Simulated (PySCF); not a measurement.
# The bond of HgI, level by level

One job finds the state of HgI, follows it along the bond with each method and fits the curves.

Computed with PySCF 2.14.0. Level: Hg def2-TZVPP with ECP60, I def2-TZVPP with ECP28, scalar-relativistic core potentials.

## Step 1: Input

A driver script around PySCF takes these settings:

| Quantity | Value |
| --- | --- |
| atoms | Hg, I |
| charge | 0 |
| basis | Hg def2-TZVPP with ECP60, I def2-TZVPP with ECP28 |
| Hamiltonian | scalar-relativistic core potentials |
| basis functions | 109 |
| electrons treated | 45 |
| masses in u | 201.9706, 126.9045 |
| levels | PBE0, PBE, r²SCAN, TPSSh, M06-L, B3LYP, LDA, ωB97X-V, HF, MP2, SCS-MP2 |
| grid | 80 radial by 434 angular points |
| occupations | held fixed by the projection of orbital angular momentum |
| dissociation limit | Hg + I, each in its ground configuration |
| starting distance in angstrom | 2.685 |
| values of 2S to try | 1, 3 |

Started as:

```console
$ OMP_NUM_THREADS=2 python dia.py task.json out
```

After this run come: The PBE0 curve of the state that the search chose; Other states along the same grid; PBE (GGA); r²SCAN; TPSSh (hybrid meta-GGA); M06-L (meta-GGA); B3LYP (global hybrid GGA); LDA (local density); ωB97X-V (range-separated hybrid); UHF (mean field).

What does the calculation give? Wanted: for each run, Re; ωe; De; μ.

**Answer**, as computed:

Lowest PBE0 solution found, without spin–orbit coupling: ²Σ⁺ (doublet), unpaired electrons σ ↑. State 2 has its PBE0 minimum 5.16 eV higher. The other levels ran on the lowest alone.

```
      level  Re (Å)  ωe (cm⁻¹)  De (eV)  μ (D)
        UHF   2.768      131.3    0.273  -3.10
    UHF-MP2   2.695      130.0    0.371    n/a
UHF-SCS-MP2   2.741      115.6    0.205    n/a
        LDA   2.694      141.0     1.07  -1.76
        PBE   2.793      117.6     0.68  -2.05
     r²SCAN   2.746      130.0     0.75  -2.10
      M06-L   2.863      104.0     0.63  -2.30
      TPSSh   2.769      123.9     0.69  -2.27
      B3LYP   2.832      108.6    0.492  -2.23
       PBE0   2.751      128.1     0.68  -2.28
    ωB97X-V   2.730      134.8     0.65  -2.48
```

De is counted to Hg + I in their ground configurations. A positive dipole means Hg(−)I(+).

What this shows: Bond lengths run from 2.694 Å (LDA) to 2.863 Å (M06-L). Of the levels with a De here, UHF-SCS-MP2 gives the least (0.205 eV) and LDA the most (1.07 eV).

Correlated steps freeze 4 core orbitals. These are scalar-relativistic numbers at best; spin–orbit coupling would shift them, the dissociation energy most. With spin–orbit coupling the term label itself may not hold.
